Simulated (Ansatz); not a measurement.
# Ti11CO24: the cost of one run

Method: DFT, PBE, plane-wave PAW, default files, scalar-relativistic, as far as a step names no other, in Ansatz 0.2.0.

### Step 1. The system as given

The structure is orthorhombic, space group Pmmm (No. 47). Conventional cell: a = 6.494 Å, b = 6.494 Å, c = 8.872 Å, α = 90.00°, β = 90.00°, γ = 90.00°. C (site symmetry mmm) has 6 O at 1.95 to 1.98 Å as nearest neighbours. Around Ti (site symmetry mm2) lie 6 O at 1.95 to 1.98 Å. Around Ti (site symmetry mmm) lie 6 O at 1.95 to 1.98 Å. Only part of the 16 independent sites is listed.

Structure file:

```cif
data_structure
_symmetry_space_group_name_H-M 'Pmmm'
_symmetry_Int_Tables_number 47
_cell_length_a 6.4944
_cell_length_b 6.4944
_cell_length_c 8.8722
_cell_angle_alpha 90.000
_cell_angle_beta 90.000
_cell_angle_gamma 90.000
_cell_volume 374.20
loop_
_atom_site_label
_atom_site_type_symbol
_atom_site_symmetry_multiplicity
_atom_site_Wyckoff_symbol
_atom_site_fract_x
_atom_site_fract_y
_atom_site_fract_z
_atom_site_occupancy
C1 C 1 a 0.00000 0.00000 0.00000 1
Ti1 Ti 2 q 0.00000 0.00000 0.33333 1
Ti2 Ti 1 f 0.50000 0.50000 0.00000 1
Ti3 Ti 2 t 0.50000 0.50000 0.33333 1
Ti4 Ti 2 s 0.50000 0.00000 0.16667 1
Ti5 Ti 1 d 0.50000 0.00000 0.50000 1
Ti6 Ti 2 r 0.00000 0.50000 0.16667 1
Ti7 Ti 1 g 0.00000 0.50000 0.50000 1
O1 O 2 i 0.30496 0.00000 0.00000 1
O2 O 4 w 0.30496 0.00000 0.33333 1
O3 O 2 k 0.80496 0.50000 0.00000 1
O4 O 4 x 0.80496 0.50000 0.33333 1
O5 O 4 v 0.50000 0.30496 0.16667 1
O6 O 2 p 0.50000 0.30496 0.50000 1
O7 O 4 u 0.00000 0.80496 0.16667 1
O8 O 2 n 0.00000 0.80496 0.50000 1
```

Atom 1 of the input is the impurity.

### Step 2. Single point at the given positions

Input file input.yaml:

```yaml
crystal:
  lattice:
    - [4.5922, 4.5922, 0.0]
    - [-4.5922, 4.5922, 0.0]
    - [0.0, 0.0, 8.8722]
  atoms:
    - { symbol: C, position: [0.0, 0.0, 0.0] }
    - { symbol: Ti, position: [0.0, 0.0, 0.3333333333] }
    - { symbol: Ti, position: [0.0, 0.0, 0.6666666667] }
    - { symbol: Ti, position: [0.5, 0.5, 0.0] }
    - { symbol: Ti, position: [0.5, 0.5, 0.3333333333] }
    - { symbol: Ti, position: [0.5, 0.5, 0.6666666667] }
    - { symbol: Ti, position: [0.5, 0.0, 0.1666666667] }
    - { symbol: Ti, position: [0.5, 0.0, 0.5] }
    - { symbol: Ti, position: [0.5, 0.0, 0.8333333333] }
    - { symbol: Ti, position: [0.0, 0.5, 0.1666666667] }
    - { symbol: Ti, position: [0.0, 0.5, 0.5] }
    - { symbol: Ti, position: [0.0, 0.5, 0.8333333333] }
    - { symbol: O, position: [0.30496, 0.0, 0.0] }
    - { symbol: O, position: [0.30496, 0.0, 0.3333333333] }
    - { symbol: O, position: [0.30496, 0.0, 0.6666666667] }
    - { symbol: O, position: [0.80496, 0.5, 0.0] }
    - { symbol: O, position: [0.80496, 0.5, 0.3333333333] }
    - { symbol: O, position: [0.80496, 0.5, 0.6666666667] }
    - { symbol: O, position: [0.5, 0.30496, 0.1666666667] }
    - { symbol: O, position: [0.5, 0.30496, 0.5] }
    - { symbol: O, position: [0.5, 0.30496, 0.8333333333] }
    - { symbol: O, position: [0.0, 0.80496, 0.1666666667] }
    - { symbol: O, position: [0.0, 0.80496, 0.5] }
    - { symbol: O, position: [0.0, 0.80496, 0.8333333333] }
    - { symbol: O, position: [0.69504, 0.0, 0.0] }
    - { symbol: O, position: [0.69504, 0.0, 0.3333333333] }
    - { symbol: O, position: [0.69504, 0.0, 0.6666666667] }
    - { symbol: O, position: [0.19504, 0.5, 0.0] }
    - { symbol: O, position: [0.19504, 0.5, 0.3333333333] }
    - { symbol: O, position: [0.19504, 0.5, 0.6666666667] }
    - { symbol: O, position: [0.5, 0.69504, 0.1666666667] }
    - { symbol: O, position: [0.5, 0.69504, 0.5] }
    - { symbol: O, position: [0.5, 0.69504, 0.8333333333] }
    - { symbol: O, position: [0.0, 0.19504, 0.1666666667] }
    - { symbol: O, position: [0.0, 0.19504, 0.5] }
    - { symbol: O, position: [0.0, 0.19504, 0.8333333333] }
kpoints:
  mp_grid: { grid: [3, 3, 2] }
scf:
  occupations: { method: fermi_dirac, width: 0.01 }
hamiltonian:
  xc: pbe
  pseudopotentials: { kind: paw }
output:
  forces: true
  stress: true
  populations: true
  efg:
    quadrupole_moments_barn: { Ti: 0.247, O: -0.02558 }
    contact_densities: true
```

The run is started by

```bash
$ ansatz run input.yaml --threads 1 --pin off --max-ram 3072MiB --backend cpu --events-out ev --progress --plain --runs-dir out
```

Q: Estimate wall time and peak memory on 1 thread of Arm Neoverse V2, shared host.

About 60 s, with a peak of 0.94 GiB.
